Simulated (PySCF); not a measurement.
# InN (triplet): the SCF solver's settings

Do solver options change the result for InN (triplet), or only the number of cycles?

Computed with PySCF 2.14.0. Level: each script names its method and basis.

2 further runs of the same task are left out: 1 for a known fault of the program, 1 that didn't finish.

### Step 1. Where the work starts

InN (triplet): 2 atoms, charge 0, spin multiplicity 3.

Bond lengths: In1–N2 2.045 Å.

### Step 2. The run that the others are compared with

File input.py:

```python
from pyscf import gto, scf

mol = gto.M(
    atom='In 0 0 0; N 0 0 2.045',
    basis='def2-svpd',
    ecp={'In': 'def2-svpd'},
    charge=0,
    spin=2,
    verbose=4,
)
mf = scf.UHF(mol)
mf.kernel()
mf.nuc_grad_method().kernel()
mf.dip_moment()
print('orbital energies (hartree):', [e[max(0, n-3):n+3].round(4) for e, n in zip(mf.mo_energy, mol.nelec)])
```

On the command line:

```
$ OMP_NUM_THREADS=1 python input.py
```

The log of this run is left out.

It gives: E(SCF) = -243.543956 Eh, 13 cycles, ⟨S²⟩ = 2.026, μ = 1.59 D, gradient on the second atom -0.0508 Eh/bohr.

The bond length is a typed value, not an optimised one. The triplet is typed in the script; nothing here shows that it is the ground state.

### Step 3. Convergence threshold 1e-05 hartree

Edit 1 changes convergence threshold: default → 1e-05 hartree.

input.py, as its differences from that of step 2:

```diff
@@ -11,2 +11,3 @@
 mf = scf.UHF(mol)
+mf.conv_tol = 1e-05
 mf.kernel()
```

On the command line:

```
$ OMP_NUM_THREADS=1 python input.py
```

Output:

```text
PySCF version 2.14.0

[INPUT] verbose = 4
[INPUT] num. atoms = 2
[INPUT] num. electrons = 28
[INPUT] charge = 0
[INPUT] spin (= nelec alpha-beta = 2S) = 2
[INPUT] symmetry False subgroup None
[INPUT] Mole.unit = angstrom
[INPUT] Symbol           X                Y                Z      unit          X                Y                Z       unit  Magmom
[INPUT]  1 In     0.000000000000   0.000000000000   0.000000000000 AA    0.000000000000   0.000000000000   0.000000000000 Bohr   0.0
[INPUT]  2 N      0.000000000000   0.000000000000   2.045000000000 AA    0.000000000000   0.000000000000   3.864489924736 Bohr   0.0

nuclear repulsion = 38.0386552592861
number of shells = 20
number of NR pGTOs = 97
number of NR cGTOs = 52
basis = def2-svpd
ecp = {'In': 'def2-svpd'}

******** <class 'pyscf.scf.uhf.UHF'> ********
method = UHF
initial guess = minao
damping factor = 0
level_shift factor = 0
DIIS = <class 'pyscf.scf.diis.CDIIS'>
diis_start_cycle = 1
diis_space = 8
diis_damp = 0
SCF conv_tol = 1e-05
SCF conv_tol_grad = None
SCF max_cycles = 50
direct_scf = True
direct_scf_tol = 1e-13
number electrons alpha = 15  beta = 13
Set gradient conv threshold to 0.00316228
init E= -221.62973219585
[... the frontier-level lines of each cycle are left out ...]

cycle= 1 E= -243.035279388832  delta_E= -21.4  |g|= 0.968  |ddm|= 8.51
cycle= 2 E= -243.459808500405  delta_E= -0.425  |g|= 0.45  |ddm|= 2.76
cycle= 3 E= -243.538156302482  delta_E= -0.0783  |g|= 0.0494  |ddm|= 0.493
cycle= 4 E= -243.542304281841  delta_E= -0.00415  |g|= 0.0247  |ddm|= 0.121
cycle= 5 E= -243.543461096443  delta_E= -0.00116  |g|= 0.0125  |ddm|= 0.0706
cycle= 6 E= -243.543825695302  delta_E= -0.000365  |g|= 0.00601  |ddm|= 0.0421
cycle= 7 E= -243.543935051658  delta_E= -0.000109  |g|= 0.00203  |ddm|= 0.0329
cycle= 8 E= -243.543950587095  delta_E= -1.55e-05  |g|= 0.000978  |ddm|= 0.0117
cycle= 9 E= -243.543955267419  delta_E= -4.68e-06  |g|= 0.000248  |ddm|= 0.00801
Extra cycle  E= -243.543955405599  delta_E= -1.38e-07  |g|= 0.000159  |ddm|= 0.00063
converged SCF energy = -243.543955405599  <S^2> = 2.0254914  2S+1 = 3.0169464

******** <class 'pyscf.grad.uhf.Gradients'> for <class 'pyscf.scf.uhf.UHF'> ********
unit = Eh/Bohr
--------------- UHF gradients ---------------
         x                y                z
0 In    -0.0000000000    -0.0000000000     0.0508092497
1 N     0.0000000000     0.0000000000    -0.0508092497
----------------------------------------------
Dipole moment(X, Y, Z, Debye): -0.00000, -0.00000, -1.59367
orbital energies (hartree): [array([-0.496 , -0.4917, -0.3125,  0.0288,  0.0288,  0.0599]), array([-0.777 , -0.4333, -0.2832,  0.0076,  0.0076,  0.061 ])]
```

It took 2.1 s on 1 thread of Arm Neoverse V1, shared host.

This run: E(SCF) = -243.543955 Eh (no change), 9 cycles, ⟨S²⟩ = 2.025, μ = 1.59 D, gradient on the second atom -0.0508 Eh/bohr.

### Step 4. Point-group symmetry on

Edit 2 changes point-group symmetry: off → on.

input.py, as its differences from that of step 2:

```diff
@@ -8,2 +8,3 @@
     spin=2,
+    symmetry=True,
     verbose=4,
```

On the command line:

```
$ OMP_NUM_THREADS=1 python input.py
```

Output, cut to the lines that bear on the results:

```text
[lines on the frontier levels of each cycle are left out]
[... 7 set-up lines left out, the same as in an earlier log ...]
[INPUT] symmetry True subgroup None
[... 6 set-up lines left out, the same as in an earlier log ...]
point group symmetry = Coov
symmetry origin: [0.         0.         0.48306124]
symmetry axis x: [1. 0. 0.]
symmetry axis y: [0. 1. 0.]
symmetry axis z: [0. 0. 1.]
num. orbitals of irrep A1 = 20
num. orbitals of irrep E1x = 11
num. orbitals of irrep E1y = 11
num. orbitals of irrep E2x = 5
num. orbitals of irrep E2y = 5
[... 6 set-up lines left out, the same as in an earlier log ...]
******** <class 'pyscf.scf.uhf_symm.SymAdaptedUHF'> ********
method = SymAdaptedUHF
[... 7 set-up lines left out, the same as in an earlier log ...]
SCF conv_tol = 1e-09
[... 5 set-up lines left out, the same as in an earlier log ...]
Freeze 0 electrons in irreps []
    28 free electrons in irreps A1 E1x E1y E2x E2y
Set gradient conv threshold to 3.16228e-05
init E= -221.62973219585

cycle= 1 E= -243.035279388832  delta_E= -21.4  |g|= 0.968  |ddm|= 8.51
cycle= 2 E= -243.459808500405  delta_E= -0.425  |g|= 0.45  |ddm|= 2.76
cycle= 3 E= -243.538156302482  delta_E= -0.0783  |g|= 0.0494  |ddm|= 0.493
cycle= 4 E= -243.542304281841  delta_E= -0.00415  |g|= 0.0247  |ddm|= 0.121
cycle= 5 E= -243.543461096444  delta_E= -0.00116  |g|= 0.0125  |ddm|= 0.0706
cycle= 6 E= -243.543825695301  delta_E= -0.000365  |g|= 0.00601  |ddm|= 0.0421
cycle= 7 E= -243.543935051659  delta_E= -0.000109  |g|= 0.00203  |ddm|= 0.0329
cycle= 8 E= -243.543950587095  delta_E= -1.55e-05  |g|= 0.000978  |ddm|= 0.0117
cycle= 9 E= -243.543955267419  delta_E= -4.68e-06  |g|= 0.000248  |ddm|= 0.00801
cycle= 10 E= -243.543955511728  delta_E= -2.44e-07  |g|= 8.52e-05  |ddm|= 0.00139
cycle= 11 E= -243.543955537955  delta_E= -2.62e-08  |g|= 3.02e-05  |ddm|= 0.000414
cycle= 12 E= -243.543955541387  delta_E= -3.43e-09  |g|= 4.67e-06  |ddm|= 0.000191
cycle= 13 E= -243.543955541456  delta_E= -6.96e-11  |g|= 8.99e-07  |ddm|= 2.86e-05
Extra cycle  E= -243.543955541458  delta_E= -1.88e-12  |g|= 4.49e-07  |ddm|= 3.3e-06
converged SCF energy = -243.543955541458  <S^2> = 2.0257859  2S+1 = 3.0171416

******** <class 'pyscf.grad.uhf.Gradients'> for <class 'pyscf.scf.uhf_symm.SymAdaptedUHF'> ********
unit = Eh/Bohr
--------------- SymAdaptedUHF gradients ---------------
         x                y                z
0 In     0.0000000000     0.0000000000     0.0508184940
1 N     0.0000000000     0.0000000000    -0.0508184940
----------------------------------------------
Dipole moment(X, Y, Z, Debye):  0.00000,  0.00000, -1.59353
orbital energies (hartree): [array([-0.496 , -0.4917, -0.3125,  0.0288,  0.0288,  0.0599]), array([-0.777 , -0.4333, -0.2832,  0.0077,  0.0077,  0.061 ])]
```

Wall time 2.2 s (1 thread of Arm Neoverse V1, shared host).

Result: E(SCF) = -243.543956 Eh (no change), 13 cycles, ⟨S²⟩ = 2.026, μ = 1.59 D, gradient on the second atom -0.0508 Eh/bohr.

### Step 5. Initial guess sap

Edit 3 changes initial guess: minao → sap.

input.py, as its differences from that of step 2:

```diff
@@ -11,2 +11,3 @@
 mf = scf.UHF(mol)
+mf.init_guess = 'sap'
 mf.kernel()
```

On the command line:

```
$ OMP_NUM_THREADS=1 python input.py
```

Output:

```text
[... 22 set-up lines left out, the same as in an earlier log ...]
initial guess = sap
[... 13 set-up lines left out, the same as in an earlier log ...]
Initial guess from superposition of atomic potentials (doi:10.1021/acs.jctc.8b01089)
This is the Gaussian fit version as described in doi:10.1063/5.0004046.
Found SAP basis sapgrasplarge
[... 1 set-up line left out, the same as in an earlier log ...]
WARN: SAP basis coefficients must be equal or closeto total electronic charge: -56.0 !≃ 28
Check fails with value 28.0
[... 1 set-up line left out, the same as in an earlier log ...]
[... the frontier-level lines of each cycle are left out ...]
init E= -81.2784936718891

cycle= 1 E= -229.453177896845  delta_E= -148  |g|=   10  |ddm|=  170
cycle= 2 E= -181.83137405944  delta_E= 47.6  |g|= 6.33  |ddm|= 18.1

cycle= 3 E= -231.738937119535  delta_E= -49.9  |g|= 3.12  |ddm|=   15

cycle= 4 E= -238.528813884052  delta_E= -6.79  |g|= 2.52  |ddm|= 12.3

cycle= 5 E= -243.245365407279  delta_E= -4.72  |g|= 0.504  |ddm|= 2.48
cycle= 6 E= -243.339256234074  delta_E= -0.0939  |g|= 0.474  |ddm|= 1.35
cycle= 7 E= -243.465658392578  delta_E= -0.126  |g|= 0.224  |ddm|= 0.314
cycle= 8 E= -243.517626486288  delta_E= -0.052  |g|= 0.063  |ddm|= 0.397
cycle= 9 E= -243.525298971409  delta_E= -0.00767  |g|= 0.0201  |ddm|= 0.182
cycle= 10 E= -243.526494277373  delta_E= -0.0012  |g|= 0.0158  |ddm|= 0.0563
cycle= 11 E= -243.527424007482  delta_E= -0.00093  |g|= 0.00928  |ddm|= 0.0647
cycle= 12 E= -243.527821315328  delta_E= -0.000397  |g|= 0.00419  |ddm|= 0.0521
cycle= 13 E= -243.527929269843  delta_E= -0.000108  |g|= 0.00312  |ddm|= 0.0201
cycle= 14 E= -243.528043859014  delta_E= -0.000115  |g|= 0.00165  |ddm|= 0.0334
cycle= 15 E= -243.528077463411  delta_E= -3.36e-05  |g|= 0.000595  |ddm|= 0.0239
cycle= 16 E= -243.528080318947  delta_E= -2.86e-06  |g|= 0.000146  |ddm|= 0.00708
cycle= 17 E= -243.528080441103  delta_E= -1.22e-07  |g|= 6.18e-05  |ddm|= 0.00122
cycle= 18 E= -243.528080458702  delta_E= -1.76e-08  |g|= 2.05e-05  |ddm|= 0.000503
cycle= 19 E= -243.528080460088  delta_E= -1.39e-09  |g|= 6.32e-06  |ddm|= 0.000132
cycle= 20 E= -243.528080460207  delta_E= -1.19e-10  |g|= 2.54e-06  |ddm|= 4.11e-05
Extra cycle  E= -243.528080460216  delta_E= -9.09e-12  |g|= 1.4e-06  |ddm|= 4.46e-06
converged SCF energy = -243.528080460216  <S^2> = 2.1440756  2S+1 = 3.0945602

******** <class 'pyscf.grad.uhf.Gradients'> for <class 'pyscf.scf.uhf.UHF'> ********
unit = Eh/Bohr
--------------- UHF gradients ---------------
         x                y                z
0 In     0.0000000000     0.0000000000     0.0278369829
1 N    -0.0000000000    -0.0000000000    -0.0278369829
----------------------------------------------
Dipole moment(X, Y, Z, Debye):  0.00000, -0.00000, -2.53882
orbital energies (hartree): [array([-0.5   , -0.4387, -0.3437,  0.0279,  0.0389,  0.0611]), array([-0.77  , -0.3674, -0.2873,  0.0077,  0.0326,  0.0459])]
```

Run time: 2.3 s. Hardware: 1 thread of Arm Neoverse V1, shared host.

This run: E(SCF) = -243.528080 Eh (+0.4320 eV from the base), 20 cycles, ⟨S²⟩ = 2.144, μ = 2.54 D, gradient on the second atom -0.0278 Eh/bohr.

### Step 6. Comparison

```tsv
run	E(SCF) (hartree)	from base (eV)	cycles	gap, α spin (eV)	SCF dipole (D)
base	-243.543956	0	13	9.29	1.59
convergence threshold 1e-05 hartree	-243.543955	0.0000	9	9.29	1.59
point-group symmetry on	-243.543956	0.0000	13	9.29	1.59
initial guess sap	-243.528080	+0.4320	20	10.11	2.54
```

Wall time on 1 thread of Arm Neoverse V1, shared host, start-up included: base 2.1 s; convergence threshold 1e-05 hartree 2.1 s; point-group symmetry on 2.2 s; initial guess sap 2.3 s.

Distance from each run's final energy (log10 hartree) by cycle:

```tsv
run	cycle 1	cycle 2	cycle 3	cycle 5	cycle 8	cycle 12
base	-0.3	-1.1	-2.2	-3.3	-5.3	-10.1
convergence threshold 1e-05 hartree	-0.3	-1.1	-2.2	-3.3	-5.3	done
point-group symmetry on	-0.3	-1.1	-2.2	-3.3	-5.3	-10.1
initial guess sap	1.1	1.8	1.1	-0.5	-2.0	-3.6
```

With convergence threshold 1e-05 hartree or point-group symmetry on the SCF ends at the base energy. With initial guess sap the SCF ends in another solution, 0.43 eV higher: the path to self-consistency decides the state here.
